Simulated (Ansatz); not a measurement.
# ZrC: a normal mode against strain

Aim: map the energy of ZrC (Fm-3m, No. 225; 2 atoms in the cell) over two coordinates, and find its wells, ridges and stiffness.

Computed with Ansatz 0.2.0 (DFT LDA, scalar-relativistic, plane waves, PAW, unless a step's input says otherwise).

### 1 Starting point

Symmetry: Fm-3m, No. 225, cubic system. The conventional cell has a = 4.641 Å, b = 4.641 Å, c = 4.641 Å, α = 90.00°, β = 90.00°, γ = 90.00°. Zr (site symmetry m-3m) is surrounded by 6 C at 2.32 Å. C (site symmetry m-3m) is surrounded by 6 Zr at 2.32 Å.

Coordinates:

```cif
data_structure
_symmetry_space_group_name_H-M 'Fm-3m'
_symmetry_Int_Tables_number 225
_cell_length_a 4.6415
_cell_length_b 4.6415
_cell_length_c 4.6415
_cell_angle_alpha 90.000
_cell_angle_beta 90.000
_cell_angle_gamma 90.000
_cell_volume 99.99
loop_
_atom_site_label
_atom_site_type_symbol
_atom_site_symmetry_multiplicity
_atom_site_Wyckoff_symbol
_atom_site_fract_x
_atom_site_fract_y
_atom_site_fract_z
_atom_site_occupancy
Zr1 Zr 4 b 0.50000 0.00000 0.00000 1
C1 C 4 a 0.00000 0.00000 0.00000 1
```

This cell was relaxed beforehand with the same method: volume 12.50 Å³/atom, gap on the mesh none (metal).

### 2 Setting up the map

The energy is mapped over a normal mode and a strain (zone-centre modes of the cell shown) (x along [1 0 0], y along [0 1 0], z along [0 0 1] of the conventional cell).

The axes are (1) amplitude of mode 4 (450 cm⁻¹), largest displacement in the unstrained cell: 7 values from −0.172 Å; (2) strain +e along z and -e/2 along x and y: 7 values from −7.00 %.

Nothing else is relaxed (the pattern is fixed in fractional coordinates). Energies count from the relaxed high-symmetry cell. Points are written as (first, second).

The modes come from a phonon run on the reference cell, made beforehand.

The patterns, per unit of each coordinate (Å):

```
atom      x1     y1     z1
 Zr1  -0.132  0.000  0.000
  C2   1.000  0.000  0.000
```

### 3 Grid point (−0.172 Å, 7.00 %)

Contents of input.yaml:

```yaml
crystal:
  lattice:
    - [0.0, 2.2395031095, 2.4831796137]
    - [2.2395031095, 0.0, 2.4831796137]
    - [2.2395031095, 2.2395031095, 0.0]
  atoms:
    - { symbol: Zr, position: [0.4951207967, 0.5048792033, 0.5048792033] }
    - { symbol: C, position: [0.0370573274, -0.0370573274, -0.0370573274] }
basis:
  ecutwfc: 520.0
kpoints:
  mp_grid: { grid: [16, 16, 16] }
hamiltonian:
  xc: lda
scf:
  occupations: { method: gaussian, width: 0.15 }
output:
  forces: true
  stress: true
  eigenvalues: true
```

Run with:

```
ansatz run input.yaml --threads 1 --pin off --max-ram 2048MiB --backend cpu --events-out ev --progress --plain --runs-dir out
```

Further runs follow: the other points that were computed.

**Question.** What will these runs give? Wanted: lowest point; highest computed point; largest force on an atom; pressure.

The runs gave:

| quantity | value |
| --- | --- |
| lowest point | (0.000 Å, 0.00 %), 0 meV |
| highest computed point | (−0.172 Å, 7.00 %), 439 meV above the lowest |
| largest force on an atom (eV/Å) | 0.00 at (0.000 Å, −7.00 %) to 2.52 at (−0.172 Å, 7.00 %); 0.00 at the lowest point |
| pressure (GPa) | 0.0 at (0.000 Å, 0.00 %) to 10.2 at (−0.172 Å, 7.00 %); 0.0 at the lowest point |
| time for all points | 13 min on 1 thread, shared host |

The lowest computed point is at (0.000 Å, 0.00 %), which is the relaxed high-symmetry cell itself. No other kind of well shows on this grid. The highest computed point, (−0.172 Å, 7.00 %), lies 439 meV above the lowest. Round the minimum the two coordinates are nearly uncoupled. With the other coordinates free, the energies away from the reference would be the same or lower.
